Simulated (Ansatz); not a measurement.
# Si2SnSe6: the cost of one run

Program: Ansatz 0.2.0. Level of theory: DFT PBE, scalar-relativistic, plane waves, PAW. These are calculated values, not measurements.

1 further run of the same task is left out (it didn't finish).

### 1 Starting point

The structure is cubic, space group Fm-3m (No. 225). The conventional cell has a = 9.089 Å, b = 9.089 Å, c = 9.089 Å, α = 90.00°, β = 90.00°, γ = 90.00°. Si (site symmetry -43m) is surrounded by 6 Se at 2.27 Å. Around Sn (site symmetry m-3m) lie 12 Se at 3.21 Å. Around Se (site symmetry mmm) lie 2 Si at 2.27 Å and 2 Sn at 3.21 Å and 8 Se at 3.21 Å.

As a file:

```
CELL_PARAMETERS angstrom
0.00000 4.54428 4.54428
4.54428 0.00000 4.54428
4.54428 4.54428 0.00000
ATOMIC_POSITIONS crystal
Si 0.75000 0.75000 0.75000
Si 0.25000 0.25000 0.25000
Sn 0.00000 0.00000 0.00000
Se 0.50000 0.00000 0.00000
Se 0.00000 0.50000 0.50000
Se 0.00000 0.50000 0.00000
Se 0.50000 0.00000 0.50000
Se 0.00000 0.00000 0.50000
Se 0.50000 0.50000 0.00000
```

A structure generator made this guess: ordered vacancies on the A sites of perovskite (Fm-3m, No. 225). The dimensions are guesses.

### 2 A first look at the guess

input.yaml reads:

```yaml
crystal:
  lattice:
    - [0.0, 4.54427602, 4.54427602]
    - [4.54427602, 0.0, 4.54427602]
    - [4.54427602, 4.54427602, 0.0]
  atoms:
    - { symbol: Si, position: [0.75, 0.75, 0.75] }
    - { symbol: Si, position: [0.25, 0.25, 0.25] }
    - { symbol: Sn, position: [0.0, 0.0, 0.0] }
    - { symbol: Se, position: [0.5, 0.0, 0.0] }
    - { symbol: Se, position: [0.0, 0.5, 0.5] }
    - { symbol: Se, position: [0.0, 0.5, 0.0] }
    - { symbol: Se, position: [0.5, 0.0, 0.5] }
    - { symbol: Se, position: [0.0, 0.0, 0.5] }
    - { symbol: Se, position: [0.5, 0.5, 0.0] }
basis:
  ecutwfc: 420
kpoints:
  mp_grid: { grid: [4, 4, 4] }
hamiltonian:
  xc: pbe
scf:
  occupations: { method: gaussian, width: 0.1 }
  lower_state_search: "off"
output:
  forces: true
  stress: true
  eigenvalues: true
```

The run is started by

```bash
$ ansatz run input.yaml --threads 1 --pin off --max-ram 2048MiB --backend cpu --events-out ev --progress --plain --runs-dir out
```

**Question.** How long does this run take on 1 thread of Arm Neoverse V2, shared host, and how much memory does it need?

About 6.6 s, with a peak of 0.54 GiB.
